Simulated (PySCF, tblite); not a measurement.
# C4H10N2SSi: geometry, infrared bands and NMR shifts

What infrared bands and NMR shifts should C4H10N2SSi (`[H]/N=C(\C=N\[H])CCS[SiH3]`) show?

Programs: tblite 0.8.0 and PySCF 2.14.0, with density-fitted response routines of our own. Each step states its level of theory. These are calculated values for one molecule in the gas phase, unless marked as measured. Atoms count from 0, in the outputs and in this text.

## (1) The molecule as given

18 atoms, charge 0, multiplicity 1; geometry from: force field or distance geometry start.

Bonds of the start (Å): N0–C1 1.28, C1–C2 1.49, C2–N3 1.29, C2–C4 1.45, C4–C5 1.49, C5–S6 1.78, S6–Si7 2.11, N0–H8 1.05, C1–H9 1.08, N3–H10 1.04, C4–H11 1.14, C4–H12 1.12, C5–H13 1.14, C5–H14 1.13, Si7–H15 1.48, Si7–H16 1.48, Si7–H17 1.48.

## (2) Geometry optimisation with GFN2-xTB

The job: settings as JSON, then the geometry in Å.

```
{"job": {"kind": "relax", "xc": "GFN2-xTB", "basis": "xTB"}, "charge": 0, "multiplicity": 1}
N     -2.717200    -0.460200     1.541400
C     -2.041300     0.487400     1.019100
C     -0.882000     0.231300     0.118300
N     -0.303000     1.293400    -0.322000
C     -0.598100    -1.155000    -0.188800
C      0.576100    -1.481700    -1.046300
S      2.188000    -1.051800    -0.429600
Si     2.702500     0.985400    -0.272100
H     -3.512400    -0.205300     2.178100
H     -2.310900     1.497700     1.280600
H     -0.594200     2.250300    -0.053000
H     -1.524200    -1.563100    -0.705900
H     -0.533700    -1.709100     0.783700
H      0.519500    -2.609400    -1.206700
H      0.424000    -1.089000    -2.091600
H      4.164200     1.213400    -0.190300
H      2.259400     1.811000    -1.413600
H      2.174600     1.561000     0.987000
```

Launch:

```console
$ OMP_NUM_THREADS=1 python probes_run.py task.json out
```

This one command runs all jobs of the session in turn.

**Question.** This job is followed by: GFN2-xTB harmonic vibrations, gas phase; GIAO PBE0/pcSseg-1 NMR shielding, non-relativistic, gas phase. What will the session give for the following? strongest single infrared mode (GFN2-xTB); zero-point energy (GFN2-xTB); ¹³C shifts against TMS (PBE0/pcSseg-1); ¹H shifts against TMS (PBE0/pcSseg-1, means over atoms taken as alike); ¹⁵N shifts against NH3 (PBE0/pcSseg-1); ³³S shifts against CS2 (PBE0/pcSseg-1); ²⁹Si shifts against TMS (PBE0/pcSseg-1).

The runs gave:

| quantity | value |
| --- | --- |
| strongest single infrared mode (GFN2-xTB) | 2257 cm⁻¹, 369 km/mol |
| zero-point energy (GFN2-xTB) | 83.5 kcal/mol |
| ¹³C shifts against TMS (PBE0/pcSseg-1) | 183.9, 172.1, 41.2, 31.7 ppm |
| ¹H shifts against TMS (PBE0/pcSseg-1, means over atoms taken as alike) | 12.43, 10.89, 8.11, 4.82, 3.13, 2.98 ppm |
| ¹⁵N shifts against NH3 (PBE0/pcSseg-1) | 387.1, 361.6 ppm |
| ³³S shifts against CS2 (PBE0/pcSseg-1) | -170 ppm |
| ²⁹Si shifts against TMS (PBE0/pcSseg-1) | -50.6 ppm |

**Reading.** Relaxing lowered the energy by 0.793 eV in 99 steps; the close pair that moved most is C5–H13, from 1.140 to 1.089 Å. All 48 modes are real, so the xTB geometry is a minimum. The strongest single mode, at 2257 cm⁻¹, moves mainly H15. GFN2-xTB is a fitted tight-binding method: band positions and strengths are rough. Its intensities can rank the bands wrongly. At PBE0/pcSseg-1: The largest span, 765 ppm, is at N0, where the paramagnetic term is -438 ppm.
